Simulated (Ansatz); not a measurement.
# CH7Cl2NSi: the cost of one run

Program: Ansatz 0.2.0. Level of theory: UKS PBE-D4/STO-3G. These are calculated values, not measurements.

## 1. The system as given

Bond lengths: Si1–Cl2 2.493 Å, Si1–H3 1.448 Å, Si1–H4 1.448 Å, Si1–Cl5 2.059 Å, Si1–N7 2.121 Å, N7–C8 1.447 Å, N7–H9 1.013 Å, C8–H10 1.088 Å, C8–H11 1.093 Å, C8–H12 1.092 Å. Angles (14 of 19 angles, heavy atoms first): Cl2–Si1–Cl5 166.6°, Cl2–Si1–N7 73.8°, Cl5–Si1–N7 92.8°, Si1–N7–C8 116.8°, Cl2–Si1–H3 84.5°, Cl2–Si1–H4 84.0°, H3–Si1–Cl5 100.7°, H3–Si1–N7 110.1°, H4–Si1–Cl5 100.7°, H4–Si1–N7 109.4°, Si1–N7–H9 111.9°, C8–N7–H9 111.6°, N7–C8–H10 108.9°, N7–C8–H11 110.5°.

As a file:

```xyz
12

Si    0.1601   -0.7768   -1.3241
Cl    1.4191   -2.1829    0.3040
H    -0.9156   -1.7182   -1.0930
H     1.3880   -0.8337   -2.0901
Cl   -0.8451    0.7161   -2.3242
H     1.1152   -0.5836    0.9595
N     0.4565    0.4297    0.3951
C    -0.7306    0.8576    1.1037
H     1.0805    1.2054    0.2101
H    -1.3250   -0.0180    1.3569
H    -1.3328    1.5203    0.4774
H    -0.4702    1.3841    2.0247
```

## 2. Run 1

150 steps of 0.5 fs at constant energy, with velocities drawn for 100 K.

Input file input.yaml:

```yaml
crystal:
  periodic: [false, false, false]
  atoms:
    - { symbol: Si, position_ang: [0.1601, -0.7768, -1.3241] }
    - { symbol: Cl, position_ang: [1.4191, -2.1829, 0.304] }
    - { symbol: H, position_ang: [-0.9156, -1.7182, -1.093] }
    - { symbol: H, position_ang: [1.388, -0.8337, -2.0901] }
    - { symbol: Cl, position_ang: [-0.8451, 0.7161, -2.3242] }
    - { symbol: H, position_ang: [1.1152, -0.5836, 0.9595] }
    - { symbol: "N", position_ang: [0.4565, 0.4297, 0.3951] }
    - { symbol: C, position_ang: [-0.7306, 0.8576, 1.1037] }
    - { symbol: H, position_ang: [1.0805, 1.2054, 0.2101] }
    - { symbol: H, position_ang: [-1.325, -0.018, 1.3569] }
    - { symbol: H, position_ang: [-1.3328, 1.5203, 0.4774] }
    - { symbol: H, position_ang: [-0.4702, 1.3841, 2.0247] }
magnetization:
  spin_polarized: true
basis:
  gaussian: { orbitals: STO-3G }
hamiltonian:
  xc: pbe
  dispersion: d4
md:
  timestep: 0.5
  n_steps: 150
  ensemble: nve
  temperature: 100.0
  initial_velocities: maxwell_boltzmann
  seed: 947107
```

Command:

```
$ ansatz run input.yaml --threads 1 --pin off --max-ram 2048MiB --backend cpu --events-out ev --progress --plain --runs-dir out
```

**Question.** How long does this run take on 1 thread of Intel Xeon 6975P-C (Granite Rapids), shared host, and how much memory does it need?

About 6.7 min, with a peak of 0.16 GiB.
